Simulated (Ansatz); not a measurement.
# CH₆O₂Si: vertical ionisation energy

An exercise on one series of results from a longer session: the logs are not shown, and one member is left open.

Method: unrestricted cation, the program's frozen cores in correlated methods; program: Ansatz 0.2.0, Gaussian basis.

Levels to be run: UKS PBE-D4/def2-TZVPP; UKS r2SCAN-D4/def2-TZVPP; UKS PBE0-D4/def2-TZVPP; UKS B3LYP-D4/def2-TZVPP; UKS wB97X-V/def2-TZVPP; UKS wB97M-V/def2-TZVPP; UKS B2PLYP/def2-TZVPP; UHF-CCSD(T)/def2-TZVPP; UHF-MP2/def2-QZVPP; extrapolation to the limit; then −ε(HOMO) from the neutral's earlier runs with LDA (SPW92), PBE-D4, revPBE-D4, BLYP-D4, r2SCAN-D4, B97M-V, PBE0-D4, B3LYP-D4, r2SCANh-D4, r2SCAN0-D4, HSE06-D4, BHLYP-D4, CAM-B3LYP-D4, LC-ωPBE, ωB97X-V, ωB97M-V.

**Structure used throughout**

An earlier PBE0-D4 in a triple-zeta def2 set relaxation fixed the geometry.

10 atoms, charge 0, spin multiplicity 1.

Atoms are counted from 1 here; the program's logs count them from 0.

Bond lengths: C1–Si2 1.852 Å, C1–H5 1.093 Å, C1–H6 1.093 Å, C1–H7 1.092 Å, Si2–O3 1.647 Å, Si2–O4 1.647 Å, Si2–H8 1.484 Å, O3–H9 0.958 Å, O4–H10 0.958 Å. Angles: Si2–C1–H5 111.0°, Si2–C1–H6 110.6°, Si2–C1–H7 110.8°, H5–C1–H6 107.7°, H5–C1–H7 108.3°, H6–C1–H7 108.3°, C1–Si2–O3 105.2°, C1–Si2–O4 112.8°, C1–Si2–H8 113.0°, O3–Si2–O4 112.2°, O3–Si2–H8 110.8°, O4–Si2–H8 103.1°, Si2–O3–H9 117.2°, Si2–O4–H10 117.6°.

Set-up of the first run:

The input, in.yaml:

```yaml
crystal:
  periodic: [false, false, false]
  atoms:
    - {symbol: C, position_ang: [-1.293045, 0.347810, -0.146437]}
    - {symbol: Si, position_ang: [0.517513, 0.180008, 0.206826]}
    - {symbol: O, position_ang: [0.650426, -1.156001, 1.160823]}
    - {symbol: O, position_ang: [1.425043, 0.058513, -1.161614]}
    - {symbol: H, position_ang: [-1.681107, -0.549765, -0.635582]}
    - {symbol: H, position_ang: [-1.853443, 0.489093, 0.780777]}
    - {symbol: H, position_ang: [-1.484434, 1.203829, -0.797368]}
    - {symbol: H, position_ang: [1.088630, 1.369882, 0.884667]}
    - {symbol: H, position_ang: [1.521460, -1.366939, 1.499789]}
    - {symbol: H, position_ang: [1.192056, -0.627628, -1.788880]}
basis:
  gaussian: {orbitals: def2-TZVPP}
total_charge: 1
magnetization: {spin_polarized: true, initial_magnetization: 1}
hamiltonian: {xc: pbe, dispersion: d4}
```

Run with:

```sh
ansatz run in.yaml --threads 2 --pin off --events-out ev --progress --plain --max-ram 32768MiB --backend cpu
```

Among the steps run: Cation, UKS PBE-D4/def2-TZVPP; Cation, UKS r2SCAN-D4/def2-TZVPP; Cation, UKS PBE0-D4/def2-TZVPP; Cation, UKS B3LYP-D4/def2-TZVPP; Cation, UKS wB97X-V/def2-TZVPP; Cation, UKS wB97M-V/def2-TZVPP; Cation, UKS B2PLYP (frozen core)/def2-TZVPP; Cation, UHF-CCSD(T)/def2-TZVPP; Cation, UHF-MP2/def2-QZVPP.

One of the session's tables, all rows but one given; the rest of the session is left out.

It belongs to the step «Ionisation energies side by side». For comparison, −ε(HOMO) of the neutral from earlier runs:

```
  functional  −ε(HOMO) (eV)
 LDA (SPW92)           7.16
      PBE-D4           7.05
   revPBE-D4           7.00
     BLYP-D4           6.97
   r2SCAN-D4           7.39
      B97M-V              ?
     PBE0-D4           8.52
    B3LYP-D4           8.32
  r2SCANh-D4           7.94
  r2SCAN0-D4           8.75
    HSE06-D4           8.12
    BHLYP-D4           9.92
CAM-B3LYP-D4           9.97
     LC-ωPBE          11.31
     ωB97X-V          10.97
     ωB97M-V          10.82
```

Estimate the missing values for B97M-V.

As computed: −ε(HOMO) (eV): 7.49. In the column «−ε(HOMO) (eV)» it lies between r2SCAN-D4 (7.39) and r2SCANh-D4 (7.94).
